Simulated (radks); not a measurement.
**The series with 18 electrons, Ar to Rb¹⁹⁺**

One table from this session's results is given with a row withheld; the runs are named, their logs left out.

The numbers are computed with radks (a radial shooting solver on a logarithmic mesh, Libxc functionals) version 1 (Dirac Kohn-Sham, BLYP, spin-unpolarised, spherical densities, finite nucleus), except any that are marked as measured or tabulated.

**What is computed**

* electrons: 18
* ions: Ar, K⁺, Ca²⁺, Sc³⁺, Ti⁴⁺, V⁵⁺, Cr⁶⁺, Mn⁷⁺, Fe⁸⁺, Co⁹⁺, Ni¹⁰⁺, Cu¹¹⁺, Zn¹²⁺, Ga¹³⁺, Ge¹⁴⁺, As¹⁵⁺, Se¹⁶⁺, Br¹⁷⁺, Kr¹⁸⁺, Rb¹⁹⁺
* configuration: [Ar]

Outer shells as boxes (Hund's rule):

[Ar]
```
[Ne] core
3s [↑↓]
3p [↑↓][↑↓][↑↓]
```

The first run:

The run's settings:

```text
Z 18
configuration [Ar]
relativity Dirac
functional b88,lyp
spin unpolarised
j_filling average
nucleus finite rms 3.4274 fm
c 137.035999084
```

Among the steps run: Ar.

One table of the session follows, with a row left open; its other results are not shown here.

It belongs to the step «Ar». From the orbitals of this run (lengths in bohr):

```
level      <r>  outermost maximum (interpolated)  90 % within  nodes
1s1/2  0.08572                            0.0561        0.153      0
2s1/2   0.4143                             0.339        0.647      1
2p1/2   0.3751                             0.279        0.622      0
2p3/2   0.3776                             0.281        0.626      0
3s1/2        ?                                 ?            ?      ?
3p1/2    1.661                              1.28         2.65      1
3p3/2    1.672                              1.29         2.67      1
```

Estimate the missing values for 3s1/2.

**Answer.** <r>: 1.405; outermost maximum (interpolated): 1.17; 90 % within: 2.14; nodes: 2. In the column «<r>» it lies between 2s1/2 (0.4143) and 3p1/2 (1.661).
